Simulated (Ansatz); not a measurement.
**BGaH₂OSSe: a ladder of functionals and wavefunction methods**

How much do the methods differ for BGaH₂OSSe? The plan is to run it at one geometry with functionals of several rungs and with coupled cluster, and see how far each lands from CCSD(T) at the basis-set limit for the atomisation energy.

The runs use Ansatz 0.2.0, Gaussian basis; functionals in def2-TZVPP, the program's frozen cores in correlated methods.

Levels to be run: LDA (SPW92), PBE-D4, revPBE-D4, BLYP-D4, r2SCAN-D4, B97M-V, PBE0-D4, B3LYP-D4, r2SCANh-D4, r2SCAN0-D4, HSE06-D4, BHLYP-D4, CAM-B3LYP-D4, LC-ωPBE, ωB97X-V, ωB97M-V, B2PLYP, PBE-QIDH; CCSD(T)/def2-SVP; CCSD(T)/def2-TZVPP; MP2/def2-QZVPP; extrapolation to the limit; RPA on PBE.

1 further run of the same task is left out (it didn't finish).

### 1 The relaxed structure

The geometry comes from an earlier relaxation with PBE0-D4 in a triple-zeta def2 set; it is a stationary point, not always the lowest conformer.

SMILES `[SeH]B1[O][GaH][S]1`, 7 atoms, charge 0, spin multiplicity 1.

Atoms are counted from 1 here; the program's logs count them from 0.

Bond lengths: Se1–B2 1.947 Å, Se1–H6 1.466 Å, B2–O3 1.355 Å, B2–S5 1.878 Å, O3–Ga4 1.850 Å, Ga4–S5 2.191 Å, Ga4–H7 1.540 Å. Angles: B2–Se1–H6 94.8°, Se1–B2–O3 121.8°, Se1–B2–S5 124.6°, O3–B2–S5 113.6°, B2–O3–Ga4 92.5°, O3–Ga4–S5 84.1°, O3–Ga4–H7 128.7°, S5–Ga4–H7 147.1°, B2–S5–Ga4 69.8°.

### 2 LDA

This LDA is Slater exchange with PW92 correlation.

Contents of in.yaml:

```yaml
crystal:
  periodic: [false, false, false]
  atoms:
    - {symbol: Se, position_ang: [-1.861386, 0.577707, 1.564247]}
    - {symbol: B, position_ang: [-0.456405, 0.056929, 0.321177]}
    - {symbol: O, position_ang: [-0.555736, -1.057636, -0.442544]}
    - {symbol: Ga, position_ang: [1.091714, -0.763430, -1.231471]}
    - {symbol: S, position_ang: [1.138516, 1.010621, 0.052723]}
    - {symbol: H, position_ang: [-1.170780, 1.783336, 2.033411]}
    - {symbol: H, position_ang: [1.814067, -1.607528, -2.297544]}
basis:
  gaussian: {orbitals: def2-TZVPP}
hamiltonian: {xc: lda}
output: {orbitals: {seedname: orbitals}}
```

The runs that follow: PBE-D4 (GGA); revPBE-D4 (GGA); BLYP-D4 (GGA); r2SCAN-D4 (meta-GGA); B97M-V (meta-GGA); PBE0-D4 (hybrid); B3LYP-D4 (hybrid); r2SCANh-D4 (hybrid); r2SCAN0-D4 (hybrid); HSE06-D4 (hybrid); BHLYP-D4 (hybrid); CAM-B3LYP-D4 (range-separated); LC-ωPBE (range-separated); ωB97X-V (range-separated); ωB97M-V (range-separated); B2PLYP (double hybrid); PBE-QIDH (double hybrid); CCSD(T) in def2-SVP; CCSD(T) in def2-TZVPP; MP2 in def2-QZVPP; RPA on PBE orbitals.

Before running them: what should the planned runs give, taken together? Wanted: atomisation energy, CCSD(T)/CBS; farthest beyond LDA; mean size of error, GGA; mean size of error, meta-GGA; mean size of error, hybrid; mean size of error, range-separated; mean size of error, double hybrid; gap, smallest and largest; T1 diagnostic.

The runs gave:

| quantity | value |
| --- | --- |
| atomisation energy, CCSD(T)/CBS | 25.186 eV |
| functionals within 0.252 eV (1.0 %) | revPBE-D4, PBE0-D4, r2SCANh-D4, HSE06-D4, LC-ωPBE, ωB97X-V, ωB97M-V, PBE-QIDH |
| farthest beyond LDA | BHLYP-D4 (-1.285 eV) |
| mean size of error, GGA | 0.400 eV |
| mean size of error, meta-GGA | 0.347 eV |
| mean size of error, hybrid | 0.368 eV |
| mean size of error, range-separated | 0.172 eV |
| mean size of error, double hybrid | 0.264 eV |
| gap, smallest and largest | 3.48 eV (BLYP-D4), 10.01 eV (LC-ωPBE) |
| T1 diagnostic | 0.0139 |
| triples share of the correlation energy | 4.4 % |

LDA overbinds by 4.450 eV (18 %). PBE-D4 is off by +0.669 eV. Double hybrids carry the basis error of their MP2 part in triple zeta, and no dispersion term here, so their miss is partly the set-up's. Taken by rung, range-separated functionals do best (0.172 eV on average) and GGA ones worst beyond LDA (0.400 eV). The gap between the best rungs is small, so their order is not settled. Misses under about 0.252 eV are within the doubt on the reference itself, which lacks core-valence correlation, relativity and higher excitations, and its outer-core shells are covered unevenly. All levels share the lack of spin-orbit coupling, which lowers the free heavy atoms and so the true binding. Hartree-Fock recovers 69 % of the binding; the rest is correlation. CCSD(T) in def2-SVP is off by -1.730 eV, so the small basis spoils what the method gains. The gap grows from 3.5 to 10.0 eV across the functionals, mostly with the share of exact exchange. Correlated methods include outer-core shells of Ga, Se, which these sets cover unevenly.
